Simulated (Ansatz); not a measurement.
# B2Pb: the cost of one run

Computed with Ansatz 0.2.0 (the levels named in each step, unless a step's input says otherwise).

## 1. The structure to begin with

Bond lengths: B1–B2 1.440 Å, B1–Pb3 2.266 Å, B2–Pb3 2.266 Å. Angles: B1–B2–Pb3 71.5°, B2–B1–Pb3 71.5°, B1–Pb3–B2 37.0°.

As a file:

```xyz
3

B    -1.9623   -0.6734   -0.0023
B    -1.9281    0.7659   -0.0031
Pb    0.2030   -0.0048    0.0003
```

## 2. A rough first relaxation, PBE-D4/def2-SVPD

Input file input.yaml:

```yaml
crystal:
  periodic: [false, false, false]
  atoms:
    - { symbol: B, position_ang: [-1.9623, -0.67335, -0.00232] }
    - { symbol: B, position_ang: [-1.92808, 0.76585, -0.00314] }
    - { symbol: Pb, position_ang: [0.20299, -0.00482, 0.00028] }
magnetization:
  spin_polarized: true
  initial_magnetization: 1
total_charge: -1
basis:
  gaussian: { orbitals: def2-SVPD }
hamiltonian:
  xc: pbe
  dispersion: d4
relax:
  f_tol: 0.03
  max_steps: 200
```

Run with:

```
ansatz run input.yaml --threads 4 --pin off --max-ram 10240MiB --backend cpu --events-out ev --progress --plain --runs-dir out
```

Q: Estimate wall time and peak memory on 4 threads of Intel Xeon Platinum 8259CL at 2.50GHz (Skylake/Cascade Lake), shared host.

About 8.8 s, with a peak of 0.19 GiB.
